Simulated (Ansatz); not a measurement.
# C3H5BClF: the cost of one run

Method: UKS BLYP-D4/6-31G, in Ansatz 0.2.0.

## (1) The system as given

Bond lengths: C1–C2 1.362 Å, C2–C3 1.478 Å, C2–B4 1.557 Å, B4–F5 1.502 Å, B4–Cl6 1.843 Å, C1–H7 1.034 Å, C1–H8 1.109 Å, C3–H9 1.142 Å, C3–H10 1.132 Å, C3–H11 1.126 Å. Angles (14 of 15 angles, heavy atoms first): C1–C2–C3 118.3°, C1–C2–B4 124.0°, C3–C2–B4 117.7°, C2–B4–F5 118.4°, C2–B4–Cl6 123.7°, F5–B4–Cl6 117.5°, C2–C1–H7 123.3°, C2–C1–H8 115.8°, C2–C3–H9 113.1°, C2–C3–H10 111.9°, C2–C3–H11 113.6°, H7–C1–H8 120.9°, H9–C3–H10 105.7°, H9–C3–H11 106.2°.

Structure file:

```xyz
11

C    -0.2548   -1.2678   -0.8656
C    -0.0785   -0.1204   -0.1535
C     0.8200   -0.1558    1.0189
B    -0.7272    1.2451   -0.5267
F    -1.6991    1.2864   -1.6710
Cl   -0.5319    2.7778    0.4783
H     0.2069   -2.1611   -0.6262
H    -0.9376   -1.1950   -1.7369
H     0.2803    0.0496    2.0047
H     1.6371    0.6249    0.9482
H     1.3502   -1.1408    1.1504
```

## (2) Relaxing the start

Input file input.yaml:

```yaml
crystal:
  periodic: [false, false, false]
  atoms:
    - { symbol: C, position_ang: [-0.2548, -1.2678, -0.8656] }
    - { symbol: C, position_ang: [-0.0785, -0.1204, -0.1535] }
    - { symbol: C, position_ang: [0.82, -0.1558, 1.0189] }
    - { symbol: B, position_ang: [-0.7272, 1.2451, -0.5267] }
    - { symbol: F, position_ang: [-1.6991, 1.2864, -1.671] }
    - { symbol: Cl, position_ang: [-0.5319, 2.7778, 0.4783] }
    - { symbol: H, position_ang: [0.2069, -2.1611, -0.6262] }
    - { symbol: H, position_ang: [-0.9376, -1.195, -1.7369] }
    - { symbol: H, position_ang: [0.2803, 0.0496, 2.0047] }
    - { symbol: H, position_ang: [1.6371, 0.6249, 0.9482] }
    - { symbol: H, position_ang: [1.3502, -1.1408, 1.1504] }
magnetization:
  spin_polarized: true
basis:
  gaussian: { orbitals: "6-31G" }
hamiltonian:
  xc: blyp
  dispersion: d4
relax:
  f_tol: 0.02
  max_steps: 40
```

On the command line:

```
> ansatz run input.yaml --threads 2 --pin off --max-ram 3072MiB --backend cpu --events-out ev --progress --plain --runs-dir out
```

What time and memory should one allow on 2 threads of Arm Neoverse N1, shared host?

About 59 s, with a peak of 0.2 GiB.
